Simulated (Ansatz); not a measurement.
# ClGaH2O (built from SMILES [OH][GaH][Cl]): single points off equilibrium

The task here is to estimate one member of a computed series from the others.

Method: single points in def2-TZVPP; program: Ansatz 0.2.0, Gaussian basis.

Correlated methods freeze the cores. Filled d shells of the heavier atoms are correlated.

## Where the work starts

5 atoms, charge 0, spin multiplicity 1.

Atoms are counted from 1 here; the program's logs count them from 0.

Bond lengths: Ga1–O3 2.128 Å, H2–O3 1.202 Å. Angles: Ga1–O3–H2 72.7°.

As a file:

```xyz
5
charge 0, multiplicity 1
Ga    1.4840   -0.2957    0.4792
H    -0.0213    0.3350   -0.8578
O     0.0497   -0.8579   -0.9887
H    -0.6808   -0.1059   -0.1871
Cl   -0.8814    0.9851    1.2268
```

Set-up of the first run:

File run/in.yaml:

```yaml
crystal:
  periodic: [false, false, false]
  atoms:
    - {symbol: Ga, position_ang: [1.484000, -0.295700, 0.479200]}
    - {symbol: H, position_ang: [-0.021300, 0.335000, -0.857800]}
    - {symbol: O, position_ang: [0.049700, -0.857900, -0.988700]}
    - {symbol: H, position_ang: [-0.680800, -0.105900, -0.187100]}
    - {symbol: Cl, position_ang: [-0.881400, 0.985100, 1.226800]}
basis:
  gaussian: {orbitals: def2-TZVPP}
correlation: {method: ccsd_t}
output: {forces: true}
```

The command line of these runs was not kept.

Steps of the session up to this table: CCSD(T)/def2-TZVPP; PBE0-D4/def2-TZVPP; wB97M-V/def2-TZVPP; r2SCAN-D4/def2-TZVPP; PBE-D4/def2-TZVPP; revPBE-D4/def2-TZVPP; CAM-B3LYP-D4/def2-TZVPP.

One of the session's tables, all rows but one given; the rest of the session is left out.

| method | RMS force component (eV/Å) | angle to CCSD(T) forces (°) | dipole (D) |
| --- | --- | --- | --- |
| CCSD(T) | 2.222 | reference | 2.78 |
| PBE0-D4 | 2.243 | 1.9 | 2.75 |
| wB97M-V | 2.318 | 2.2 | 2.89 |
| r2SCAN-D4 | ? | ? | ? |
| PBE-D4 | 1.927 | 4.4 | 2.51 |
| revPBE-D4 | 1.873 | 7.3 | 2.50 |
| CAM-B3LYP-D4 | 2.305 | 2.9 | 2.91 |

**Question.** Estimate the row for r2SCAN-D4.

As computed: RMS force component (eV/Å): 2.113; angle to CCSD(T) forces (°): 1.4; dipole (D): 2.55. In the column «RMS force component (eV/Å)» it lies between PBE-D4 (1.927) and CCSD(T) (2.222).
